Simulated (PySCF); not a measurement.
# NdCl3(NH3): other functionals and bases at one geometry

An exercise on one series of results from a longer session: the logs are not shown, and one member is left open.

Program: PySCF 2.14.0. Level of theory: several levels, as the steps say, no spin–orbit coupling. These are calculated values, not measurements.

1 further run of the same task is left out (for a known fault of the program).

## Where the work starts

8 atoms, charge 0, spin multiplicity 1.

Bond lengths: Nd1–Cl2 2.557 Å, Nd1–Cl3 2.557 Å, Nd1–Cl4 2.557 Å, Nd1–N5 2.542 Å, N5–H6 1.022 Å, N5–H7 1.022 Å, N5–H8 1.022 Å. Angles: Cl2–Nd1–Cl3 119.6°, Cl2–Nd1–Cl4 119.6°, Cl2–Nd1–N5 93.7°, Cl3–Nd1–Cl4 119.6°, Cl3–Nd1–N5 93.7°, Cl4–Nd1–N5 93.7°, Nd1–N5–H6 112.2°, Nd1–N5–H7 112.2°, Nd1–N5–H8 112.2°, H6–N5–H7 106.6°, H6–N5–H8 106.6°, H7–N5–H8 106.6°.

Coordinates:

```tsv
atom	x (Å)	y (Å)	z (Å)
Nd1	0.0367	-0.0367	0.0367
Cl2	1.1750	1.9503	1.1750
Cl3	-1.9503	-1.1750	1.1750
Cl4	1.1750	-1.1750	-1.9503
N5	-1.4310	1.4310	-1.4310
H6	-2.0402	2.0402	-0.8808
H7	-0.8808	2.0402	-2.0402
H8	-2.0402	0.8808	-2.0402
```

Formal oxidation states: Nd +3. Each metal's 3 4f electrons lie in its core potential, so multiplicities, spins and levels count the valence alone. An earlier session relaxed this geometry at PBE0, Nd lcecp-1-SVP with ECP49, Cl def2-SVP, N def2-SVP, H def2-SVP (singlet, point group C3v).

At PBE0 on the finer grid: E = -1470.400857 Eh, HOMO -8.36 eV, LUMO -1.16 eV, Mulliken charge on Nd1 +0.84 e, largest force component 0.002 eV/Å. 

Levels to run: wB97X; PBE; PBE0, TZVP. Hardware: 2 threads of Arm Neoverse V1, shared host.

The first run:

run.py (the lines that set the calculation)

```python
mol = gto.M(atom='''
Nd     0.03670    -0.03670     0.03670
Cl     1.17505     1.95034     1.17505
Cl    -1.95034    -1.17505     1.17505
Cl     1.17505    -1.17505    -1.95034
N     -1.43102     1.43102    -1.43102
H     -2.04021     2.04021    -0.88082
H     -0.88082     2.04021    -2.04021
H     -2.04021     0.88082    -2.04021''',
    basis={'Nd': 'lcecp-1-SVP', 'Cl': 'def2-SVP', 'N': 'def2-SVP', 'H': 'def2-SVP'},
    ecp={'Nd': 'lcecp-1-SVP'},
    charge=0, spin=0)
mf = dft.RKS(mol, xc='WB97X')
mf.grids.atom_grid = (75, 302)  # f atoms: unpruned, at least (60, 302)
mf = mf.density_fit()  # fitting sets: Nd AutoAux, Cl def2-universal-JKFIT, N def2-universal-JKFIT, H def2-universal-JKFIT
mf.conv_tol = 1e-08; mf.max_cycle = 55
mf.kernel(dm0)  # dm0: the density of the relaxed state
```

Run with:

```sh
> OMP_NUM_THREADS=2 python run.py
```

Steps of the session up to this table: wB97X; PBE; PBE0, TZVP.

One of the session's tables, all rows but one given; the rest of the session is left out.

```
              level  HOMO (eV)  gap (eV)  charge on Nd1 (e)  dipole (D)  largest force component (eV/Å)
PBE0 (relaxed here)      -8.36      7.20               0.84        5.04                            0.00
              wB97X     -10.73     11.28               0.86        5.03                            0.08
                PBE          ?         ?                  ?           ?                               ?
         PBE0, TZVP      -8.52      7.23               1.41        4.94                            0.21
```

Q: Estimate the row for PBE from the others.

As computed: HOMO (eV): -6.94; gap (eV): 5.14; charge on Nd1 (e): 0.65; dipole (D): 5.02; largest force component (eV/Å): 0.22. In the column «HOMO (eV)» it is the highest.

In one basis the HOMO–LUMO gap runs from 5.14 eV (PBE) to 11.28 eV (wB97X). The largest leftover force, 0.22 eV/Å with PBE, stands at a geometry relaxed at another level. With 4f in the core, its levels are missing from HOMO and gap, and its count is fixed, so no charge can pass from the ligands into it. Total energies of different levels can't be compared.
